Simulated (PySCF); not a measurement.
# C3H9F2PSi: the cost of one run

Programs: PySCF 2.14.0, with routines of our own; each step states its level. All values are computed. Atoms count from 0.

### Step 1. The system as given

16 atoms, charge 0, multiplicity 1; geometry from: GFN2-xTB.

### Step 2. Magnetic properties: GIAO KT3/pcSseg-1

The job: settings as JSON, then the geometry in Å.

```
{"job": {"kind": "mag", "xc": "KT3", "basis": "pcSseg-1", "isotopologues": 2}, "charge": 0, "multiplicity": 1}
C     -1.262691    -1.451828    -0.377376
Si    -0.027142    -0.075402     0.086445
C      1.452472    -0.763802     1.072271
C      0.527697     0.936667    -1.434490
P     -1.164852     1.320857     1.555615
F     -2.112854     1.994622     0.403524
F     -0.052759     2.520950     1.498949
H     -2.139180    -1.043978    -0.872255
H     -1.603045    -1.988798     0.503415
H     -0.808706    -2.173372    -1.048951
H      2.034043    -1.455061     0.471232
H      2.115727     0.032786     1.395768
H      1.121801    -1.295875     1.959490
H      1.066321     0.325427    -2.152878
H      1.176935     1.754513    -1.133598
H     -0.331364     1.371238    -1.938570
```

Level: GIAO KT3/pcSseg-1 magnetisability, rotational g tensor and spin-rotation constants, non-relativistic, gas phase.

Launch:

```bash
$ OMP_NUM_THREADS=1 python excited_run.py task.json out
```

The driver reads the jobs from task.json and runs them one after another.

**Question.** How long does this first job take on 1 thread of Arm Neoverse V2, shared host, and how much memory does it need?

About 41 s, with a peak of 0.74 GiB.
